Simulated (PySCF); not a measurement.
# C6H7NO (4-picoline n-oxide): the cost of one run

Programs: PySCF 2.14.0, with routines of our own; each step states its level. All values are computed. Atoms count from 0.

### Step 1. The system as given

15 atoms, charge 0, multiplicity 1; geometry from: GFN2-xTB.

### Step 2. Relaxing the molecule at PBE0-D3(BJ)/def2-SVP

Job settings and geometry (Å):

```
{"job": {"xc": "PBE0", "basis": "def2-SVP", "d3": "d3bj", "grid": 2, "kind": "geom"}, "charge": 0, "multiplicity": 1}
C      2.231593    -0.226084    -0.121282
C      0.748180    -0.074260    -0.027453
C     -0.094607    -1.174994     0.097915
C     -1.456981    -1.014620     0.163266
N     -2.037366     0.207301     0.106806
O     -3.284698     0.333739     0.170696
C     -1.232889     1.288983    -0.019396
C      0.133903     1.173386    -0.086667
H      2.564954    -1.108608     0.419127
H      2.529304    -0.337530    -1.164542
H      2.736523     0.649135     0.280068
H      0.314999    -2.172410     0.145221
H     -2.140942    -1.843360     0.262966
H     -1.744162     2.238321    -0.061989
H      0.727776     2.068988    -0.186649
```

Run with:

```
$ OMP_NUM_THREADS=1 python excited_run.py task.json out
```

One launch serves the whole session: the jobs run in the order shown.

Q: Estimate the wall time and peak memory of this first job on 1 thread of Arm Neoverse V2, shared host.

About 41 s, with a peak of 0.72 GiB.
